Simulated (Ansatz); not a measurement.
# Ca2Ti2N: the cost of one run

Computed with Ansatz 0.2.0 (DFT PBE, scalar-relativistic, plane waves, PAW, unless a step names another level, unless a step's input says otherwise).

### 1 Starting point

The structure is trigonal, space group P-3m1 (No. 164). Conventional cell: a = 3.289 Å, b = 3.289 Å, c = 11.088 Å, α = 90.00°, β = 90.00°, γ = 120.00°. Ca (site symmetry 3m) is surrounded by 6 Ca at 3.29 Å and 3 Ti at 3.46 Å. Ti (site symmetry 3m) is surrounded by 3 N at 2.14 Å. N (site symmetry -3m) has 6 Ti at 2.14 Å as nearest neighbours.

As a file:

```xyz
5
Lattice="3.2886 0.0000 0.0000 -1.6443 2.8480 0.0000 0.0000 0.0000 11.0882" Properties=species:S:1:pos:R:3 pbc="T T T"
Ca    0.0000    1.8987    9.4280
Ca    1.6443    0.9493    1.6603
Ti    0.0000    1.8987    4.5573
Ti    1.6443    0.9493    6.5309
N     0.0000    0.0000    5.5441
```

It came out lowest among 19 distinct ends of the trial cells. At a tolerance of 0.05 Å it has space group P-3m1 (No. 164).

### 2 Relaxing to 0.001 eV/Å, on the response runs' mesh and smearing

Input file input.yaml:

```yaml
crystal:
  lattice:
    - [3.2886294296, 0.0, 0.0]
    - [-1.6443147148, 2.8480366296, 0.0]
    - [0.0, 0.0, 11.0882487962]
  atoms:
    - { symbol: Ca, position: [0.3333333333, 0.6666666667, 0.8502678751] }
    - { symbol: Ca, position: [0.6666666667, 0.3333333333, 0.1497321249] }
    - { symbol: Ti, position: [0.3333333333, 0.6666666667, 0.4110030167] }
    - { symbol: Ti, position: [0.6666666667, 0.3333333333, 0.5889969833] }
    - { symbol: "N", position: [0.0, 0.0, 0.5] }
basis:
  ecutwfc: 420
kpoints:
  mp_grid: { grid: [12, 12, 4] }
hamiltonian:
  xc: pbe
scf:
  occupations: { method: gaussian, width: 0.1 }
output:
  forces: true
  stress: true
  eigenvalues: true
relax:
  adjacent_minimum: "off"
  f_tol: 0.001
  max_steps: 60
  cell: { stress_tol: 0.01 }
```

Launch:

```
ansatz run input.yaml --threads 3 --pin off --max-ram 7680MiB --backend cpu --events-out ev --progress --plain --runs-dir out
```

What time and memory should one allow on 3 threads of Arm Neoverse V2, shared host?

About 9.2 s, with a peak of 0.5 GiB.
